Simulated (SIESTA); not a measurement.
Input of a SIESTA 5.4.2 run:

Contents of run.py:

```python
from ase.io import read
from ase.calculators.siesta import Siesta
from ase.units import Ry, GPa

atoms = read("POSCAR")

fdf = {
    'SCFMustConverge': False,
    'OccupationFunction': 'FD',
    'ElectronicTemperature': '0.05 eV',
    'Slab.DipoleCorrection': 'vacuum',
    'MaxSCFIterations': '120',
    'SCF.Mixer.Method': 'Pulay',
    'SCF.Mixer.Weight': '0.25',
    'SCF.Mixer.History': '8',
    'SCF.DM.Tolerance': '5.0e-05',
    'SCF.H.Tolerance': '1.0e-03 eV',
    'WriteForces': 'true',
    'Charge.Mulliken': 'end',
    'SaveRho': 'true',
    'SaveElectrostaticPotential': 'true',
    'SaveTotalPotential': 'true',
    'SaveDeltaRho': 'true',
}
calc = Siesta(
    label="Ag2Au3",
    command="siesta < PREFIX.fdf > PREFIX.out",
    pseudo_path="pseudos",
    pseudo_qualifier="",
    xc=('GGA', 'AM05'),
    basis_set="DZP",
    mesh_cutoff=800 * Ry,
    energy_shift=0.01 * Ry,
    kpts=[10, 10, 1],
    spin="non-polarized",
    fdf_arguments=fdf,
)
atoms.calc = calc

print(f"energy = {atoms.get_potential_energy():.6f} eV")
free = atoms.get_potential_energy(force_consistent=True)
print(f"free energy = {free:.6f} eV")
print("forces (eV/A):")
print(atoms.get_forces(apply_constraint=False).round(6))
print("stress (GPa, Voigt order, tension positive):", (atoms.get_stress() / GPa).round(4))
```

The input POSCAR:

```
Ag2Au3
1.0
    2.9351665953      0.0000000000      0.0000000000
   -1.4675832976      2.5419288359      0.0000000000
    0.0000000000      0.0000000000     24.3938101000
Au Ag Au Ag Au
1 1 1 1 1
Direct
    0.6666666700      0.3333333400      0.3074550457
    0.0000000000      0.0000000000      0.4037275229
    0.6666666700      0.3333333400      0.5000000000
    0.0000000000      0.0000000000      0.5962724771
    0.6666666700      0.3333333400      0.6925449543
```

Potentials or basis: Ansatz (PBE files), DZP (energy shift 0.01 Ry).

Command:

```console
$ python run.py
```

Question: Estimate the work function.

Answer: 4.25 eV.

Question: What does it give for the largest force?

Answer: 0.289 eV/Å.

Question: Predict the band gap on the k mesh.

Answer: None (metal or under the smearing width).

Stress tensor (GPa, compression positive):
```
-6.44  0.00  0.00
 0.00 -6.44  0.00
 0.00  0.00 -2.60
```

Caveat: semicore shells carry a single zeta, which can move pressures by several GPa and volumes by a few percent; the potentials were made for another functional, which shifts forces and pressure; the valence orbitals were made in a potential fitted to the semicore shell under them, which widens gaps by tenths of an eV or more; the basis of atomic orbitals isn't converged, which shifts pressures, moduli and gaps. Spin-orbit coupling is left out, which matters for the levels of Au.
